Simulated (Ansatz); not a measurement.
**C₂H₃F₂Ga: up Jacob's ladder to CCSD(T)**

An exercise on one series of results from a longer session: the logs are not shown, and one member is left open.

Computed with Ansatz 0.2.0, Gaussian basis. Level: functionals in def2-TZVPP, the program's frozen cores in correlated methods.

Levels to be run: PBE-D4, r2SCAN-D4, PBE0-D4, B3LYP-D4, ωB97X-V, ωB97M-V, B2PLYP; CCSD(T)/def2-TZVPP; MP2/def2-QZVPP; extrapolation to the limit.

## Structure used throughout

The geometry comes from an earlier relaxation with PBE0-D4 in a triple-zeta def2 set; it is a stationary point, not always the lowest conformer.

8 atoms, charge 0, spin multiplicity 1.

Atoms are counted from 1 here; the program's logs count them from 0.

Bond lengths: F1–C2 1.308 Å, C2–F3 1.308 Å, C2–C4 1.323 Å, C4–H6 1.079 Å, C4–H7 1.079 Å, Ga5–H8 1.684 Å. Angles: F1–C2–F3 110.2°, F1–C2–C4 124.9°, F3–C2–C4 124.9°, C2–C4–H6 120.0°, C2–C4–H7 120.0°, H6–C4–H7 120.0°.

Set-up of the first run:

The input, in.yaml:

```yaml
crystal:
  periodic: [false, false, false]
  atoms:
    - {symbol: F, position_ang: [1.953640, -0.331010, -0.725717]}
    - {symbol: C, position_ang: [1.075632, -0.310346, 0.243404]}
    - {symbol: F, position_ang: [1.257434, -1.332538, 1.038661]}
    - {symbol: C, position_ang: [0.154278, 0.624605, 0.410510]}
    - {symbol: Ga, position_ang: [-1.521161, -1.056511, -1.209600]}
    - {symbol: H, position_ang: [-0.504679, 0.585350, 1.264133]}
    - {symbol: H, position_ang: [0.101736, 1.457872, -0.273048]}
    - {symbol: H, position_ang: [-2.424778, 0.305578, -0.804142]}
basis:
  gaussian: {orbitals: def2-TZVPP}
hamiltonian: {xc: pbe, dispersion: d4}
output: {forces: true, orbitals: {seedname: orbitals}}
```

Launch:

```
> ansatz run in.yaml --threads 4 --pin off --events-out ev --progress --plain --max-ram 10444MiB
```

Steps of the session up to this table: PBE-D4 (GGA); r2SCAN-D4 (meta-GGA); PBE0-D4 (hybrid); B3LYP-D4 (hybrid); ωB97X-V (range-separated); ωB97M-V (range-separated); B2PLYP (double hybrid); CCSD(T) in def2-TZVPP; MP2 in def2-QZVPP.

One table of the session follows, with a row left open; its other results are not shown here.

```
            method  atomisation energy (kJ/mol)
            PBE-D4                       2868.9
         r2SCAN-D4                       2776.7
           PBE0-D4                            ?
          B3LYP-D4                       2759.2
           ωB97X-V                       2759.9
           ωB97M-V                       2767.7
            B2PLYP                       2725.1
     HF/def2-TZVPP                       1912.5
    MP2/def2-TZVPP                       2756.5
   CCSD/def2-TZVPP                       2628.1
CCSD(T)/def2-TZVPP                       2683.3
           MP2/CBS                       2828.6
       CCSD(T)/CBS                       2755.4
```

**Question.** Estimate the row for PBE0-D4.

The run gave: atomisation energy (kJ/mol): 2773.9. In the column «atomisation energy (kJ/mol)» it lies between ωB97M-V (2767.7) and r2SCAN-D4 (2776.7).
